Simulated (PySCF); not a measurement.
# H9N3Yb (Yb(NH3)32+): the cost of one run

Computed with PySCF 2.14.0. Level: PBE0, Yb lcecp-0-SVP with ECP60, N def2-SVP, H def2-SVP; scalar-relativistic core potentials, no spin–orbit coupling.

3 further runs of the same task are left out: 2 for a known fault of the program, 1 that didn't finish. Runs told in other sessions of the task aren't counted.

## Step 1: The system as given

13 atoms, charge 2, spin multiplicity 1.

Bond lengths: Yb1–N2 2.569 Å, Yb1–N6 2.569 Å, Yb1–N10 2.569 Å, N2–H3 1.027 Å, N2–H4 1.027 Å, N2–H5 1.027 Å, N6–H7 1.027 Å, N6–H8 1.027 Å, N6–H9 1.027 Å, N10–H11 1.027 Å, N10–H12 1.027 Å, N10–H13 1.027 Å. Angles: N2–Yb1–N6 120.0°, N2–Yb1–N10 120.0°, N6–Yb1–N10 120.0°, Yb1–N2–H3 115.0°, Yb1–N2–H4 115.0°, Yb1–N2–H5 115.0°, H3–N2–H4 103.5°, H3–N2–H5 103.5°, H4–N2–H5 103.5°, Yb1–N6–H7 115.0°, Yb1–N6–H8 115.0°, Yb1–N6–H9 115.0°, H7–N6–H8 103.5°, H7–N6–H9 103.5°, H8–N6–H9 103.5°, Yb1–N10–H11 115.0°, Yb1–N10–H12 115.0°, Yb1–N10–H13 115.0° and more.

Coordinates:

```
Yb    0.0000    0.0000    0.0000
N     2.5693    0.0001    0.0000
H     3.0028   -0.4657    0.8066
H     3.0028   -0.4657   -0.8066
H     3.0029    0.9313    0.0000
N    -1.2847    2.2250    0.0000
H    -1.0981    2.8333    0.8066
H    -1.0981    2.8333   -0.8066
H    -2.3080    2.1349    0.0000
N    -1.2846   -2.2251    0.0000
H    -1.9047   -2.3676    0.8066
H    -1.9047   -2.3676   -0.8066
H    -0.6949   -3.0662    0.0000
```

Formal oxidation states: Yb +2. Each metal's 14 4f electrons lie in its core potential, so multiplicities, spins and levels count the valence alone. An earlier session relaxed this geometry at PBE0, Yb lcecp-0-SVP with ECP60, N def2-SVP, H def2-SVP (singlet, point group C3h).

Its energy there is -201.905474 Eh.

## Step 2: Atoms moved at random, σ = 0.06 Å

Input file run.py (the lines that set the calculation):

```python
mol = gto.M(atom='''
Yb     0.07735    -0.02777     0.01937
N      2.64971     0.09700     0.03377
H      2.93825    -0.57377     0.85493
H      3.00748    -0.43796    -0.90368
H      3.03318     0.95564     0.04024
N     -1.31318     2.24465    -0.07131
H     -1.13002     2.71393     0.81096
H     -1.02551     2.90320    -0.84155
H     -2.25460     2.20037    -0.01946
N     -1.30014    -2.14777     0.05296
H     -1.88354    -2.36268     0.79406
H     -2.01477    -2.47247    -0.79232
H     -0.78422    -3.09238     0.02203''',
    basis={'Yb': 'lcecp-0-SVP', 'N': 'def2-SVP', 'H': 'def2-SVP'},
    ecp={'Yb': 'lcecp-0-SVP'},
    charge=2, spin=0)
mf = dft.RKS(mol, xc='PBE0')
mf.grids.atom_grid = (50, 194)  # f atoms: unpruned, at least (60, 302)
mf = mf.density_fit()  # fitting sets: Yb AutoAux, N def2-universal-JKFIT, H def2-universal-JKFIT
mf.conv_tol = 1e-08; mf.max_cycle = 55
mf.kernel(dm0)  # dm0: the density of the relaxed state
```

Run with:

```console
> OMP_NUM_THREADS=2 python run.py
```

**Question.** How long does this run take on 2 threads of Arm Neoverse V1, shared host?

About 5.7 s.
